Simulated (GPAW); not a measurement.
The system is RuS.

```
Ru S
1.0
     0.00000    2.54676    2.54676
     2.54676    0.00000    2.54676
     2.54676    2.54676    0.00000
Ru S
1 1
Direct
  0.50000 0.50000 0.50000
  0.00000 0.00000 0.00000
```

The cell comes from a database or a generator and needn't be the stable form of this composition.

Program: GPAW 26.7.0. Alike in all runs: task single point; cell as given; k mesh 6 × 6 × 6; cutoff (eV) 600; smearing gaussian 0.05 eV.

Problem. Order these runs on this cell by their band gap on the k mesh, lowest first.
A. level LDA+U; potentials or basis the program's PAW data sets (release 1.2.1) made for this functional, pw; spin collinear, random start; U Ru d U = 2 eV
B. level r2SCAN+U; potentials or basis GPAW PAW data sets (gpaw-data 1.2.1), pw; spin collinear, ferromagnetic start; U Ru d U = 7 eV
C. level LDA+U; potentials or basis the program's PAW data sets (release 1.2.1) made for this functional, pw; spin collinear, ferromagnetic start; U Ru d U = 4 eV

Solution. A (metal), C (0.27 eV), B (2.55 eV).

A k mesh can miss the band edges.

Not every run made on this cell is shown here.
